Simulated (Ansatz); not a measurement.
# Cu+ with Br2: superposition error and deformation, part 2 of 2

Ansatz 0.2.0, Gaussian basis. The steps go on from the part before.

## (11) B3LYP-D4/def2-TZVPPD

Input file free-b/in.yaml:

```yaml
crystal:
  periodic: [false, false, false]
  atoms:
    - {symbol: Br, position_ang: [-0.089496, -0.938453, 0.337345]}
    - {symbol: Br, position_ang: [0.096920, 1.016313, 1.498711]}
basis:
  gaussian: {orbitals: "def2-TZVPPD.json"}
hamiltonian: {xc: {name: B3LYP}, dispersion: d4}
```

Launch:

```bash
$ ansatz run in.yaml --threads 4 --pin off --events-out ev --progress --plain --max-ram 9574MiB
```

The program printed:

```text
Functional definition: B3LYP
  name "B3LYP"
  cite "Stephens, Devlin, Chabalowski & Frisch, J. Phys. Chem. 98, 11623 (1994) doi:10.1021/j100096a001"
  cite "Becke, Phys. Rev. A 38, 3098 (1988) doi:10.1103/PhysRevA.38.3098"
  cite "Lee, Yang & Parr, Phys. Rev. B 37, 785 (1988) doi:10.1103/PhysRevB.37.785"
  cite "Vosko, Wilk & Nusair, Can. J. Phys. 58, 1200 (1980) doi:10.1139/p80-159"
  parameter a0 = 0.2
  parameter ax = 0.72
  parameter ac = 0.81
  exchange = (1 - a0 - ax)*slater_x + ax*b88_x + a0*exact_x
  correlation = (1 - ac)*vwn_rpa_c + ac*lyp_c
912 factors; their error is unknown
mean field evaluation 1: about -140093.3940 eV, gradient 1.1e1 eV
mean field evaluation 2: about -140093.4832 eV, gradient 6.0e0 eV
mean field evaluation 4: about -140093.5157 eV, gradient 2.0e-1 eV
mean field evaluation 8: about -140094.0260 eV, gradient 4.5e-3 eV
mean field -140094.02602398 eV, -5148.3604972399 hartree, gradient 1.2e-5 eV, S^2 0.000000; 0 other end points of the search recorded, 0 dependent functions left out
reference -140094.02623750 eV, -5148.3605050866 hartree; 35, 35 occupied and 79, 79 virtual orbitals, 912 factors
Total energy: -140094.09386207 eV, -5148.3629902436 hartree
```

Wall time 0.55 s (4 threads of Intel Xeon 6975P-C, shared host).

## (12) wB97X-V/def2-TZVPPD

free-b/in.yaml: that of step 11 with these lines changed.

```diff
@@ -7,2 +7,2 @@
   gaussian: {orbitals: "def2-TZVPPD.json"}
-hamiltonian: {xc: {name: B3LYP}, dispersion: d4}
+hamiltonian: {xc: {name: wB97X-V}}
```

Launch:

```bash
$ ansatz run in.yaml --threads 4 --pin off --events-out ev --progress --plain --max-ram 9574MiB
```

The program printed, cut to the lines that bear on the results:

```text
[... 5 set-up lines as earlier in the session ...]
[...]
      + integral(e_c_pw_opposite_spin*poly(b97_u_opposite, cos0, cos1)) + vv10(b, c)
912 factors; their error is unknown
149 factors; integrals over basis functions are off by at most 1.4e-4 eV
[...]
mean field -140079.55409117 eV, -5147.8286635185 hartree, gradient 8.1e-6 eV, S^2 0.000000; 0 other end points of the search recorded, 0 dependent functions left out
reference -140079.55408917 eV, -5147.8286634448 hartree; 35, 35 occupied and 79, 79 virtual orbitals, 912 factors
Total energy: -140079.55408917 eV, -5147.8286634448 hartree
```

Run time: 1.1 s. Hardware: 4 threads of Intel Xeon 6975P-C, shared host.

## (13) wB97M-V/def2-TZVPPD

free-b/in.yaml: that of step 12 with these lines changed.

```diff
@@ -7,2 +7,2 @@
   gaussian: {orbitals: "def2-TZVPPD.json"}
-hamiltonian: {xc: {name: wB97X-V}}
+hamiltonian: {xc: {name: wB97M-V}}
```

Launch:

```bash
$ ansatz run in.yaml --threads 4 --pin off --events-out ev --progress --plain --max-ram 9574MiB
```

The program printed, cut to the lines that bear on the results:

```text
[... 5 set-up lines as earlier in the session ...]
  # Of w^i u^j: cxij and so on, Table III.
[...]
  gx(w, u) = 1 - cx + cx01*u + cx10*w
  gss(w, u) = css00 + css04*u^4 + css10*w + css20*w^2 + css43*w^4*u^3
  gos(w, u) = cos00 + cos10*w + (cos20 + cos21*u)*w^2 + (cos60 + cos61*u)*w^6
[...]
      + integral(e_c_pw_mod_opposite_spin*gos(b97_w_opposite, b97_u_opposite)) + vv10(b, c)
898 factors; their error is unknown
149 factors; integrals over basis functions are off by at most 1.4e-4 eV
[...]
mean field -140084.63773837 eV, -5148.0154841074 hartree, gradient 7.7e-6 eV, S^2 0.000000; 0 other end points of the search recorded, 0 dependent functions left out
reference -140084.63779455 eV, -5148.0154861720 hartree; 35, 35 occupied and 79, 79 virtual orbitals, 898 factors
Total energy: -140084.63779455 eV, -5148.0154861720 hartree
```

Wall time 1.3 s (4 threads of Intel Xeon 6975P-C, shared host).

## (14) B2PLYP/def2-TZVPPD

free-b/in.yaml: that of step 13 with these lines changed.

```diff
@@ -7,2 +7,2 @@
   gaussian: {orbitals: "def2-TZVPPD.json"}
-hamiltonian: {xc: {name: wB97M-V}}
+hamiltonian: {xc: {name: B2PLYP}}
```

Launch:

```bash
$ ansatz run in.yaml --threads 4 --pin off --events-out ev --progress --plain --max-ram 9574MiB
```

The program printed, cut to the lines that bear on the results:

```text
[... 5 set-up lines as earlier in the session ...]
[...]
725 factors; integrals over basis functions are off by at most 8.7e-4 eV
[...]
mean field -140066.83021159 eV, -5147.3610695685 hartree, gradient 9.9e-7 eV, S^2 0.000000; 0 other end points of the search recorded, 0 dependent functions left out
18 core orbitals not correlated: weight in the atoms' cores, before any rotation towards them, 1.000 or more for the frozen orbitals, at most 0.000 for the correlated occupied ones
reference -140066.83034311 eV, -5147.3610744017 hartree; 17, 17 occupied and 79, 79 virtual orbitals, 725 factors
second order -17.75930456 eV of doubles, -0.00000000 eV of singles
Total energy: -140071.62535534 eV, -5147.5372878510 hartree
```

Run time: 0.8 s. Hardware: 4 threads of Intel Xeon 6975P-C, shared host.

## (15) BLYP-D4/def2-TZVPPD

free-b/in.yaml: that of step 14 with these lines changed.

```diff
@@ -7,2 +7,2 @@
   gaussian: {orbitals: "def2-TZVPPD.json"}
-hamiltonian: {xc: {name: B2PLYP}}
+hamiltonian: {xc: {name: BLYP}, dispersion: d4}
```

Launch:

```bash
$ ansatz run in.yaml --threads 4 --pin off --events-out ev --progress --plain --max-ram 9574MiB
```

The program printed, cut to the lines that bear on the results:

```text
Functional definition: BLYP
  name "BLYP"
[... 2 set-up lines as earlier in the session ...]
  parameter beta = 0.0042
  parameter a = 0.04918
  parameter b = 0.132
  parameter c = 0.2533
  parameter d = 0.349
  exchange = b88_x(beta = beta)
  correlation = lyp_c(a = a, b = b, c = c, d = d)
840 factors; their error is unknown
mean field evaluation 1: about -140093.8350 eV, gradient 1.4e1 eV
mean field evaluation 2: about -140093.9787 eV, gradient 8.2e0 eV
mean field evaluation 4: about -140094.0178 eV, gradient 2.7e-1 eV
mean field evaluation 8: about -140094.0142 eV, gradient 4.0e-3 eV
mean field -140094.01420718 eV, -5148.3600629804 hartree, gradient 3.6e-6 eV, S^2 0.000000; 0 other end points of the search recorded, 0 dependent functions left out
reference -140094.01449588 eV, -5148.3600735901 hartree; 35, 35 occupied and 79, 79 virtual orbitals, 840 factors
Total energy: -140094.10123107 eV, -5148.3632610494 hartree
```

It took 0.4 s on 4 threads of Intel Xeon 6975P-C, shared host.

## (16) revPBE-D4/def2-TZVPPD

free-b/in.yaml: that of step 15 with these lines changed.

```diff
@@ -7,2 +7,2 @@
   gaussian: {orbitals: "def2-TZVPPD.json"}
-hamiltonian: {xc: {name: BLYP}, dispersion: d4}
+hamiltonian: {xc: {name: revPBE}, dispersion: d4}
```

Launch:

```bash
$ ansatz run in.yaml --threads 4 --pin off --events-out ev --progress --plain --max-ram 9574MiB
```

The program printed, cut to the lines that bear on the results:

```text
Functional definition: revPBE
  name "revPBE"
  cite "Zhang & Yang, Phys. Rev. Lett. 80, 890 (1998) doi:10.1103/PhysRevLett.80.890"
[... 1 set-up line as earlier in the session ...]
  parameter kappa = 1.245
[... 3 set-up lines as earlier in the session ...]
840 factors; their error is unknown
mean field evaluation 1: about -140080.3980 eV, gradient 1.3e1 eV
mean field evaluation 2: about -140080.5170 eV, gradient 7.2e0 eV
mean field evaluation 4: about -140080.5445 eV, gradient 2.0e-1 eV
mean field evaluation 8: about -140080.5403 eV, gradient 4.2e-3 eV
mean field -140080.54031011 eV, -5147.8649063960 hartree, gradient 9.9e-7 eV, S^2 0.000000; 0 other end points of the search recorded, 0 dependent functions left out
reference -140080.54037292 eV, -5147.8649087043 hartree; 35, 35 occupied and 79, 79 virtual orbitals, 840 factors
Total energy: -140080.63433681 eV, -5147.8683618137 hartree
```

Run time: 0.35 s. Hardware: 4 threads of Intel Xeon 6975P-C, shared host.

## (17) B97M-V/def2-TZVPPD

free-b/in.yaml: that of step 16 with these lines changed.

```diff
@@ -7,2 +7,2 @@
   gaussian: {orbitals: "def2-TZVPPD.json"}
-hamiltonian: {xc: {name: revPBE}, dispersion: d4}
+hamiltonian: {xc: {name: B97M-V}}
```

Launch:

```bash
$ ansatz run in.yaml --threads 4 --pin off --events-out ev --progress --plain --max-ram 9574MiB
```

The program printed, cut to the lines that bear on the results:

```text
[... 5 set-up lines as earlier in the session ...]
  # Of w^i u^j: cxij and so on, Table III.
[...]
  gx(w, u) = cx00 + cx01*u + cx02*u^2 + (cx10 + cx11*u)*w
  gss(w, u) = css00 + css02*u^2 + css10*w + (css32*w^3 + css42*w^4)*u^2
  gos(w, u) = cos00 + cos01*u + cos03*u^3 + cos10*w + cos32*w^3*u^2
[...]
      + integral(e_c_pw_mod_opposite_spin*gos(b97_w_opposite, b97_u_opposite)) + vv10(b, c)
840 factors; their error is unknown
[...]
mean field -140067.22679463 eV, -5147.3756437265 hartree, gradient 8.2e-6 eV, S^2 0.000000; 0 other end points of the search recorded, 0 dependent functions left out
reference -140067.22686402 eV, -5147.3756462764 hartree; 35, 35 occupied and 79, 79 virtual orbitals, 840 factors
Total energy: -140067.22686402 eV, -5147.3756462764 hartree
```

Run time: 1.1 s. Hardware: 4 threads of Intel Xeon 6975P-C, shared host.

## (18) HSE06-D4/def2-TZVPPD

free-b/in.yaml: that of step 17 with these lines changed.

```diff
@@ -7,2 +7,2 @@
   gaussian: {orbitals: "def2-TZVPPD.json"}
-hamiltonian: {xc: {name: B97M-V}}
+hamiltonian: {xc: hse06, dispersion: d4}
```

Launch:

```bash
$ ansatz run in.yaml --threads 4 --pin off --events-out ev --progress --plain --max-ram 9574MiB
```

The program printed, cut to the lines that bear on the results:

```text
Functional definition: HSE06
  name "HSE06"
  cite "Heyd, Scuseria & Ernzerhof, J. Chem. Phys. 118, 8207 (2003) doi:10.1063/1.1564060"
  cite "Krukau, Vydrov, Izmaylov & Scuseria, J. Chem. Phys. 125, 224106 (2006) doi:10.1063/1.2404663"
  cite "Heyd & Scuseria, J. Chem. Phys. 120, 7274 (2004) doi:10.1063/1.1668634"
  cite "Ernzerhof & Perdew, J. Chem. Phys. 109, 3313 (1998) doi:10.1063/1.476928"
[... 2 set-up lines as earlier in the session ...]
[...]
  # The whole range is PBE's own exchange, as in plane waves. The composition of these papers is wPBEh.
[...]
944 factors; their error is unknown
42 factors; integrals over basis functions are off by at most 2.6e-4 eV
[...]
mean field -140076.52058729 eV, -5147.7171843070 hartree, gradient 2.1e-5 eV, S^2 0.000000; 0 other end points of the search recorded, 0 dependent functions left out
reference -140076.52062955 eV, -5147.7171858602 hartree; 35, 35 occupied and 79, 79 virtual orbitals, 944 factors
Total energy: -140076.55269496 eV, -5147.7183642423 hartree
```

Wall time 0.6 s (4 threads of Intel Xeon 6975P-C, shared host).

## (19) CCSD(T)/def2-TZVPPD

free-b/in.yaml: that of step 18 with these lines changed.

```diff
@@ -7,2 +7,2 @@
   gaussian: {orbitals: "def2-TZVPPD.json"}
-hamiltonian: {xc: hse06, dispersion: d4}
+correlation: {method: ccsd_t}
```

Launch:

```bash
$ ansatz run in.yaml --threads 4 --pin off --events-out ev --progress --plain --max-ram 9574MiB
```

The program printed, cut to the lines that bear on the results:

```text
[... 4 set-up lines as earlier in the session ...]
[...]
725 factors; integrals over basis functions are off by at most 8.7e-4 eV
[...]
mean field -139997.74477137 eV, -5144.8222264684 hartree, gradient 4.4e-6 eV, S^2 0.000000; 0 other end points of the search recorded, 0 dependent functions left out
18 core orbitals not correlated: weight in the atoms' cores, before any rotation towards them, 1.000 or more for the frozen orbitals, at most 0.000 for the correlated occupied ones
reference -139997.74477137 eV, -5144.8222264684 hartree; 17, 17 occupied and 79, 79 virtual orbitals, 725 factors
second order -14.96849392 eV of doubles, -0.00000000 eV of singles
cycle   1  -14.90258001 eV  change    6.6e-2 eV  update   6.7e-2
[...]
cycle   8  -15.27332838 eV  change   -3.5e-5 eV  update   1.9e-5
perturbative correction -0.53328696 eV, -0.0195979343 hartree
Total energy: -140013.55138671 eV, -5145.4031088680 hartree
```

Wall time 1.6 s (4 threads of Intel Xeon 6975P-C, shared host).

## (20) The split

```
      method  interaction with counterpoise (kJ/mol)  without  superposition error  deformation  binding energy
      PBE-D4                                 -168.66  -170.46                 1.80        -0.42         -169.08
   revPBE-D4                                 -154.63  -156.39                 1.76        -0.61         -155.24
     BLYP-D4                                 -164.56  -166.43                 1.86        -1.22         -165.78
   r2SCAN-D4                                 -162.32  -163.95                 1.64        -0.08         -162.40
      B97M-V                                 -155.46  -157.04                 1.58         0.11         -155.35
     PBE0-D4                                 -138.69  -140.39                 1.70         0.25         -138.44
    B3LYP-D4                                 -142.40  -144.18                 1.78        -0.54         -142.94
    HSE06-D4                                 -138.34  -140.02                 1.68         0.24         -138.10
     wB97X-V                                 -126.98  -128.62                 1.64         0.46         -126.52
     wB97M-V                                 -126.94  -128.43                 1.49         0.26         -126.68
      B2PLYP                                 -124.40  -128.19                 3.79        -0.19         -124.58
Hartree-Fock                                  -55.38   -56.88                 1.50         0.40          -54.98
         MP2                                 -110.04  -118.23                 8.19         0.41         -109.63
        CCSD                                  -95.97  -103.62                 7.65         0.00          -95.97
     CCSD(T)                                 -103.82  -112.50                 8.68        -0.20         -104.02
```

## (21) What came out

What follows sums up all 2 parts.

| quantity | value |
| --- | --- |
| interaction, CCSD(T) | -103.82 kJ/mol |
| superposition error | 8.68 kJ/mol |
| deformation | -0.20 kJ/mol |
| binding energy | -104.02 kJ/mol |

What this shows: In this basis the superposition error is 8.68 kJ/mol for CCSD(T) and 1.69 kJ/mol on average for the plain functionals: correlated methods borrow far more, since they need many more functions to converge. The free shapes are PBE0-D4 minima, so other methods can show a small negative deformation energy.
